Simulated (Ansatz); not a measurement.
Debugging a relaxation followed by a look at the electronic structure of In₃As, space group Pm-3m (the Python package of Ansatz (0.2.0)).

Script `pipeline.py`:
```python
"""Relax In3As, then bands and states at the relaxed cell."""

import ansatz as az
from ase import Atoms
import numpy as np


def count_gap(report):
    # lowest empty less highest filled band, counting bands; zero where they overlap
    return max(report.get("gap_by_band_count_ev") or 0.0, 0.0)


def setup_for(crystal, spacing):
    return (
        crystal.calculation()
        .functional("pbe", dispersion="D3(BJ)")
        .occupations("fixed")
        .kpoints(spacing=spacing)
    )


def main() -> None:
    atoms = Atoms(
        ["In", "In", "In", "As"],
        scaled_positions=[
            (0.0, 0.5, 0.5),
            (0.5, 0.0, 0.5),
            (0.5, 0.5, 0.0),
            (0.0, 0.0, 0.0),
        ],
        cell=[
            (4.671681, 0.0, 0.0),
            (0.0, 4.671681, 0.0),
            (0.0, 0.0, 4.671681),
        ],
        pbc=True,
    )
    in3as = az.Crystal.from_ase(atoms)

    relaxed = setup_for(in3as, 0.45).relax(cell=True, force_tolerance=0.02, max_steps=40).checkpoint(write="relax.run").run(threads=1)
    cell = np.asarray(relaxed.lattice.cell_ang)
    print("relaxed edges (A):", np.linalg.norm(cell, axis=1).round(4), " volume:", round(abs(np.linalg.det(cell)), 3), "A^3")
    for site in relaxed.lattice.sites:
        print(" ", site.symbol, np.round(site.position_frac, 4) + 0.0)

    final = az.Crystal.from_checkpoint("relax.run")
    out = setup_for(final, 0.34).functional("r2scan").stress().band_table().density_of_states(energy_step=0.05).run(threads=1)
    data = out.report
    dos = out.density_of_states()
    print(f"pressure at the relaxed cell {np.trace(data['stress_gpa']) / 3:.3f} GPa, gap by band count {count_gap(data):.3f} eV")
    if count_gap(data) == 0:
        print("states/eV at the Fermi level:", round(float(np.interp(dos.fermi_ev, dos.energies_ev, dos.spin_summed_g_bin_mean_per_ev)), 3))


if __name__ == "__main__":
    main()
```

`python pipeline.py` gives:
```text
DeckWarning: basis.ecutwfc = 420 eV, auto-derived from the records' recommended cutoffs: set by In (normal level)
RunWarning: iter 1: σ=0 fill of 27 bands saw a band overlap (occupied 10.3508 eV > unoccupied 9.8557 eV) — on an unconverged iterate often a transient of an unconverged empty band; one that stands at [...]
RunWarning: the bands overlap at the fill by count (27 filled at each k-point of a channel): the highest filled level, 10.504480 eV at k-index 2, stands 0.5877 eV over the lowest empty one, 9.916806 [...]
relaxed edges (A): [4.6656 4.6656 4.6656]  volume: 101.562 A^3
  In [0.  0.5 0.5]
  In [0.5 0.  0.5]
  In [0.5 0.5 0. ]
  As [0. 0. 0.]
DeckWarning: crystal.checkpoint: the structure is that of relax.run, a `relax` run, at its step 2: its result, under pbe at a charge of 0 e; 4 atoms read, 0 with a starting moment [...]
DeckWarning: basis.ecutwfc = 500 eV, auto-derived from the records' recommended cutoffs: set by In (their level for a meta-GGA)
DeckWarning: the engine holds no damping parameters fitted to this dispersion correction and functional, so the run takes those fitted to r2scan beside the three-body term, which d3bj leaves out (hamiltonian.dispersion, under Limitations)
RunWarning: a fill by count may have filled part of one level: at k-index 2 the highest filled band, 9.761996 eV, and the lowest empty band, 9.761996 eV, stand 8.882e-15 eV apart, within the solve's [...]
pressure at the relaxed cell -0.127 GPa, gap by band count 0.000 eV
states/eV at the Fermi level: 4.068
```
(Warnings from the package without file and line, shortened, repeats left out.)

The script ran to its end, but the result can't be trusted. Why?

The fault: fixed occupations, though the bands overlap at this level of theory. Mended:

```diff
--- before
+++ after
@@ -16,3 +16,3 @@
         .functional("pbe", dispersion="D3(BJ)")
-        .occupations("fixed")
+        .occupations("fermi_dirac", width=0.1)
         .kpoints(spacing=spacing)
```

With that change:

```console
$ python pipeline.py
DeckWarning: basis.ecutwfc = 420 eV, auto-derived from the records' recommended cutoffs: set by In (normal level)
relaxed edges (A): [4.6082 4.6082 4.6082]  volume: 97.858 A^3
  In [0.  0.5 0.5]
  In [0.5 0.  0.5]
  In [0.5 0.5 0. ]
  As [0. 0. 0.]
DeckWarning: crystal.checkpoint: the structure is that of relax.run, a `relax` run, at its step 2: its result, under pbe at a charge of 0 e; 4 atoms read, 0 with a starting moment [...]
DeckWarning: basis.ecutwfc = 500 eV, auto-derived from the records' recommended cutoffs: set by In (their level for a meta-GGA)
DeckWarning: the engine holds no damping parameters fitted to this dispersion correction and functional, so the run takes those fitted to r2scan beside the three-body term, which d3bj leaves out (hamiltonian.dispersion, under Limitations)
pressure at the relaxed cell 0.064 GPa, gap by band count 0.000 eV
states/eV at the Fermi level: 1.984
```
(Warnings from the package without file and line, shortened.)

What to keep in mind:
- The dispersion term runs with damping parameters of another functional.
- Dispersion corrections can be off by several per cent in the lattices of metals, and by several GPa in the pressure at a fixed cell.
- For a metal this k-point mesh is coarse: on a finer one energies can move by several to tens of meV an atom and pressures by half a GPa or more, differences at one mesh by less.
- The zero of the levels is a convention of the potentials, so an absolute Fermi energy is no work function.
- A gap by band count of zero or less means overlapping bands, a metal.
- The structure comes from a database of computed cells and needn't be a stable or known phase.
- Gaps and levels are Kohn-Sham values on a finite set of k-points, without spin-orbit coupling.
- Where the second run takes another functional or mesh than the relaxation, its pressure isn't zero; pressure is positive in compression.
- The computed bands are complete only to about 4.2 eV above the Fermi level; beyond that the density of states is undercounted.
- Finished in 12 s on 1 thread of Arm Neoverse V1, with other jobs on the host, peak memory 0.66 GiB.

(Lines on the test bed's own set-up are left out of the output.)
